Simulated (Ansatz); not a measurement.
ZrIn, space group P4/mmm: a comparison of functionals at one structure, run with the Python package of Ansatz (0.2.0).

`xc_zrin.py`
```python
"""One structure of ZrIn under several functionals."""

import warnings

import ansatz as az
from ase import Atoms
import pandas as pd

warnings.simplefilter("ignore", az.DeckWarning)

atoms = Atoms(
    ["Zr", "In"],
    scaled_positions=[
        [0.0, 0.0, 0.0],
        [0.5, 0.5, 0.5],
    ],
    cell=[
        [3.140649, 0.0, 0.0],
        [0.0, 3.140649, 0.0],
        [0.0, 0.0, 4.454101],
    ],
    pbc=True,
)
structure = az.Crystal.from_ase(atoms)

model = (
    structure.calculation()
    .basis(550)
    .kpoints(density=4.1)
    .occupations("fermi_dirac", width=0.05)
    .forces()
    .stress()
)

rows = []
for value in ["pbesol", "blyp", "lda"]:
    data = model.functional(value).run(threads=1).report
    rows.append((value, data["free_energy_ev"] / len(data["lattice"]["sites"]), data["n_iterations"], sum(data["stress_gpa"][i][i] for i in range(3)) / 3, max(abs(f) for row in data["forces_ev_ang"] for f in row), data["n_kpoints"]))

table = pd.DataFrame(rows, columns=["functional", "F/atom (eV)", "iterations", "P (GPa)", "max component (eV/A)", "k-points"])
print(table.round(5).to_string(index=False))
```

Rank the functionals by the pressure that they give at this structure. What does the order say about their lattices?

From lowest to highest: LDA (-6.1 GPa), PBEsol (-3.2 GPa) and BLYP (5.4 GPa). At a fixed cell a lower pressure usually means a smaller equilibrium volume, so LDA prefers the smallest cell and BLYP the largest.

The output:

```console
$ python xc_zrin.py
functional  F/atom (eV)  iterations  P (GPa)  max component (eV/A)  k-points
    pbesol  -4827.41138           6 -3.18605                   0.0        60
      blyp  -4905.35457           7  5.39319                   0.0        60
       lda  -4767.71617           6 -6.05907                   0.0        60
```

BLYP can be off by several per cent in the lattices of metals, and by several GPa in the pressure at a fixed cell. The mesh is modest for a metal, so energies can be off by several to tens of meV an atom and pressures by half a GPa or more; differences at equal mesh fare better. Forces vanish by symmetry here and test nothing. Pressure is positive in compression. This cell is a computed structure, which may not be the phase found in nature. Total energies of different functionals can't be compared; pressures, moments and gaps at this one structure can. Wall time of the script: 7.4 s on 1 thread of Intel(R) Xeon(R) Processor @ 2.30GHz (shared host), peak memory 0.61 GiB.
